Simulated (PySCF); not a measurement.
# C4H6BCl: the cost of one run

Computed with PySCF 2.14.0, with density-fitted response routines of our own, on a single molecule in the gas phase. Atoms are numbered from 0 throughout.

**1. The starting structure**

12 atoms, charge 0, multiplicity 1; geometry from: GFN2-xTB. The atoms were then displaced at random by about 0.01 Å, so the start is not that level's minimum.

Bonds of the start (Å): Cl0–B1 1.75, B1–C2 1.52, C2–C3 1.47, C3–C4 1.48, C4–C5 1.47, C4–C2 1.50, C5–C2 1.51, B1–H6 1.18, C3–H7 1.09, C3–H8 1.09, C4–H9 1.09, C5–H10 1.08, C5–H11 1.10.

**2. Geometry optimisation at PBE0-D3(BJ)/def2-SVP**

What the job is given:

```
{"job": {"xc": "PBE0", "basis": "def2-SVP", "d3": "d3bj", "grid": 1, "shake": 0.01, "kind": "geom"}, "charge": 0, "multiplicity": 1}
Cl     2.965040    -0.306520     0.473050
B      1.628640     0.716750     0.006390
C      0.250030     0.104500    -0.195460
C     -1.051310     0.695810    -0.540220
C     -0.960040    -0.166310     0.655410
C     -0.270610    -1.293330     0.018350
H      1.853950     1.858350    -0.178520
H     -1.583690     0.294840    -1.405750
H     -1.226770     1.763870    -0.385080
H     -1.127080     0.058890     1.709940
H     -0.755120    -1.783880    -0.814000
H      0.316640    -1.971250     0.646840
```

The run is started by

```bash
OMP_NUM_THREADS=1 python probes_run.py task.json out
```

The driver reads the jobs from task.json and runs them one after another.

Q: Estimate the wall time and peak memory of this first job on 1 thread of Intel Xeon 6975P-C, shared host.

About 29 s, with a peak of 0.52 GiB.
